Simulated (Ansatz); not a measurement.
# Ga₂H₆S₂: up Jacob's ladder to CCSD(T)

An exercise on one series of results from a longer session: the logs are not shown, and one member is left open.

Computed with Ansatz 0.2.0, Gaussian basis. Level: functionals in def2-TZVPP, the program's frozen cores in correlated methods.

Plan: LDA (SPW92), PBE-D4, revPBE-D4, BLYP-D4, r2SCAN-D4, B97M-V, PBE0-D4, B3LYP-D4, r2SCANh-D4, r2SCAN0-D4, HSE06-D4, BHLYP-D4, CAM-B3LYP-D4, LC-ωPBE, ωB97X-V, ωB97M-V, B2PLYP, PBE-QIDH; CCSD(T)/def2-SVP; CCSD(T)/def2-TZVPP; MP2/def2-QZVPP; extrapolation to the limit; RPA on PBE.

**The relaxed structure**

All runs share one geometry, relaxed beforehand with PBE0-D4 in a triple-zeta def2 set.

SMILES `[SH+]1[GaH2-][SH+][GaH2-]1`, 10 atoms, charge 0, spin multiplicity 1.

Atoms are counted from 1 here; the program's logs count them from 0.

Bond lengths: S1–Ga2 2.404 Å, S1–Ga4 2.404 Å, S1–H5 1.343 Å, Ga2–S3 2.404 Å, Ga2–H6 1.559 Å, Ga2–H7 1.560 Å, S3–Ga4 2.404 Å, S3–H8 1.343 Å, Ga4–H9 1.559 Å, Ga4–H10 1.560 Å. Angles: Ga2–S1–Ga4 84.2°, Ga2–S1–H5 95.9°, Ga4–S1–H5 95.9°, S1–Ga2–S3 94.5°, S1–Ga2–H6 105.2°, S1–Ga2–H7 108.4°, S3–Ga2–H6 105.2°, S3–Ga2–H7 108.4°, H6–Ga2–H7 129.5°, Ga2–S3–Ga4 84.2°, Ga2–S3–H8 95.9°, Ga4–S3–H8 95.9°, S1–Ga4–S3 94.5°, S1–Ga4–H9 105.2°, S1–Ga4–H10 108.4°, S3–Ga4–H9 105.2°, S3–Ga4–H10 108.4°, H9–Ga4–H10 129.5°.

The first run:

Input file in.yaml:

```yaml
crystal:
  periodic: [false, false, false]
  atoms:
    - {symbol: S, position_ang: [-0.542065, 1.329630, -1.015540]}
    - {symbol: Ga, position_ang: [0.733145, -0.687089, -1.306165]}
    - {symbol: S, position_ang: [0.474872, -1.401503, 0.974346]}
    - {symbol: Ga, position_ang: [-1.195427, 0.324527, 1.067897]}
    - {symbol: H, position_ang: [0.465206, 2.058906, -0.508101]}
    - {symbol: H, position_ang: [-0.182553, -1.634516, -2.138548]}
    - {symbol: H, position_ang: [2.226654, -0.296894, -1.533851]}
    - {symbol: H, position_ang: [1.475243, -0.653687, 1.468273]}
    - {symbol: H, position_ang: [-2.545395, -0.395112, 0.770078]}
    - {symbol: H, position_ang: [-0.826581, 1.304640, 2.224612]}
basis:
  gaussian: {orbitals: def2-TZVPP}
hamiltonian: {xc: lda}
output: {orbitals: {seedname: orbitals}}
```

Run with:

```
> ansatz run in.yaml --threads 4 --pin off --events-out ev --progress --plain --max-ram 11315MiB
```

Among the steps run: LDA; PBE-D4 (GGA); revPBE-D4 (GGA); BLYP-D4 (GGA); r2SCAN-D4 (meta-GGA); B97M-V (meta-GGA); B3LYP-D4 (hybrid); r2SCANh-D4 (hybrid); r2SCAN0-D4 (hybrid); HSE06-D4 (hybrid); BHLYP-D4 (hybrid); CAM-B3LYP-D4 (range-separated); LC-ωPBE (range-separated); ωB97X-V (range-separated); ωB97M-V (range-separated); B2PLYP (double hybrid); PBE-QIDH (double hybrid).

One of the session's tables, all rows but one given; the rest of the session is left out.

It belongs to the step «Orbital energies across the functionals». 

```
  functional  HOMO (eV)  gap (eV)
 LDA (SPW92)      -7.00      5.52
      PBE-D4      -6.91      5.72
   revPBE-D4      -6.88      5.78
     BLYP-D4      -6.76      5.65
   r2SCAN-D4      -7.22      6.35
      B97M-V          ?         ?
     PBE0-D4      -8.08      7.65
    B3LYP-D4      -7.85      7.20
  r2SCANh-D4      -7.65      7.05
  r2SCAN0-D4      -8.28      8.05
    HSE06-D4      -7.69      6.89
    BHLYP-D4      -9.13      9.45
CAM-B3LYP-D4      -9.34      9.79
     LC-ωPBE     -10.67     12.26
     ωB97X-V     -10.35     11.78
     ωB97M-V     -10.15     11.31
```

Estimate the missing values for B97M-V.

The run gave: HOMO (eV): -7.33; gap (eV): 6.23. In the column «HOMO (eV)» it lies between r2SCANh-D4 (-7.65) and r2SCAN-D4 (-7.22).
